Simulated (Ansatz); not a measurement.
**H₇NOSiSn: one species, many methods**

The task here is to estimate one member of a computed series from the others.

The runs use Ansatz 0.2.0, Gaussian basis; functionals in def2-TZVPP, the program's frozen cores in correlated methods.

Plan: PBE-D4, r2SCAN-D4, PBE0-D4, B3LYP-D4, ωB97X-V, ωB97M-V, B2PLYP; CCSD(T)/def2-TZVPP; MP2/def2-QZVPP; extrapolation to the limit.

### The geometry

An earlier PBE0-D4 in a triple-zeta def2 set relaxation fixed the geometry. Sn takes the def2 core potential; no spin-orbit term is included.

SMILES `N[SiH2][O][SnH3]`, 11 atoms, charge 0, spin multiplicity 1.

Atoms are counted from 1 here; the program's logs count them from 0.

Bond lengths: N1–Si2 1.722 Å, N1–H5 1.007 Å, N1–H6 1.006 Å, Si2–O3 1.628 Å, Si2–H7 1.489 Å, Si2–H8 1.486 Å, O3–Sn4 1.971 Å, Sn4–H9 1.705 Å, Sn4–H10 1.704 Å, Sn4–H11 1.703 Å. Angles: Si2–N1–H5 122.0°, Si2–N1–H6 120.3°, H5–N1–H6 111.4°, N1–Si2–O3 110.9°, N1–Si2–H7 105.2°, N1–Si2–H8 111.8°, O3–Si2–H7 111.4°, O3–Si2–H8 107.0°, H7–Si2–H8 110.7°, Si2–O3–Sn4 125.6°, O3–Sn4–H9 108.4°, O3–Sn4–H10 107.8°, O3–Sn4–H11 102.9°, H9–Sn4–H10 112.7°, H9–Sn4–H11 112.3°, H10–Sn4–H11 112.2°.

Set-up of the first run:

Contents of in.yaml:

```yaml
crystal:
  periodic: [false, false, false]
  atoms:
    - {symbol: N, position_ang: [0.325715, 1.584957, -0.324263]}
    - {symbol: Si, position_ang: [-1.125305, 0.667080, -0.457009]}
    - {symbol: O, position_ang: [-0.823086, -0.923314, -0.288858]}
    - {symbol: Sn, position_ang: [0.756645, -1.705221, 0.592319]}
    - {symbol: H, position_ang: [0.925797, 1.752917, -1.114968]}
    - {symbol: H, position_ang: [0.400164, 2.322664, 0.355871]}
    - {symbol: H, position_ang: [-2.006372, 1.170049, 0.632201]}
    - {symbol: H, position_ang: [-1.773062, 0.847547, -1.782568]}
    - {symbol: H, position_ang: [0.944018, -0.963885, 2.115882]}
    - {symbol: H, position_ang: [2.097672, -1.457469, -0.429085]}
    - {symbol: H, position_ang: [0.343114, -3.352326, 0.721078]}
basis:
  gaussian: {orbitals: def2-TZVPP}
hamiltonian: {xc: pbe, dispersion: d4}
output: {forces: true, orbitals: {seedname: orbitals}}
```

The run is started by

```bash
$ ansatz run in.yaml --threads 4 --pin off --events-out ev --progress --plain --max-ram 10444MiB
```

Among the steps run: PBE-D4 (GGA); r2SCAN-D4 (meta-GGA); PBE0-D4 (hybrid); B3LYP-D4 (hybrid); ωB97X-V (range-separated); ωB97M-V (range-separated); B2PLYP (double hybrid); CCSD(T) in def2-TZVPP; MP2 in def2-QZVPP.

One of the session's tables, all rows but one given; the rest of the session is left out.

```
            method  atomisation energy (kJ/mol)
            PBE-D4                       3408.1
         r2SCAN-D4                       3400.0
           PBE0-D4                       3358.7
          B3LYP-D4                       3413.2
           ωB97X-V                       3451.0
           ωB97M-V                       3428.3
            B2PLYP                       3369.8
     HF/def2-TZVPP                       2402.2
    MP2/def2-TZVPP                       3337.0
   CCSD/def2-TZVPP                            ?
CCSD(T)/def2-TZVPP                       3338.4
           MP2/CBS                       3446.6
       CCSD(T)/CBS                       3448.0
```

Q: Estimate the row for CCSD/def2-TZVPP from the others.

The run gave: atomisation energy (kJ/mol): 3292.4. In the column «atomisation energy (kJ/mol)» it lies between HF/def2-TZVPP (2402.2) and MP2/def2-TZVPP (3337.0).

To keep in mind: Free atoms (1 N, 1 Si, 1 O, 1 Sn, 7 H) were run apart at each level; the atomisation energy is their sum less the molecule, without zero-point or spin-orbit terms.
